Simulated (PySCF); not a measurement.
Molecule: FGaBrH, in a box.

```xyz
4
Lattice="13.0000 0.0000 0.0000 0.0000 12.0000 0.0000 0.0000 0.0000 11.0000" Properties=species:S:1:pos:R:3 pbc="T T T"
F     4.8738    5.4456    5.6487
Ga    6.5535    6.0933    5.4262
Br    8.1088    4.6743    6.2350
H     6.7947    7.4418    4.8432
```

The cell isn't the ideal one: atoms moved at random, drawn with an rms of 0.05 Å.

Base run:

- Program: PySCF 2.14.0
- Functional: PBE
- Potentials or basis: pob-tzvp-rev2 (all-electron)
- k mesh: 1 × 1 × 1
- Occupations: fixed
- Spin: no spin polarisation

Its results: gap between the frontier levels 5.30 eV.

The run is repeated on the same cell with these changes: functional from PBE to B3LYP. What comes out?

Gap between the frontier levels 6.92 eV.

B3LYP gives the wider gap, since exact exchange removes part of the self-interaction.

Caveats: this is a molecule in a periodic box at the Γ point, so its band gap is the HOMO-LUMO gap; relativity is left out, which matters for the heavier elements; the basis of atomic orbitals isn't converged, which shifts pressures, moduli and gaps.

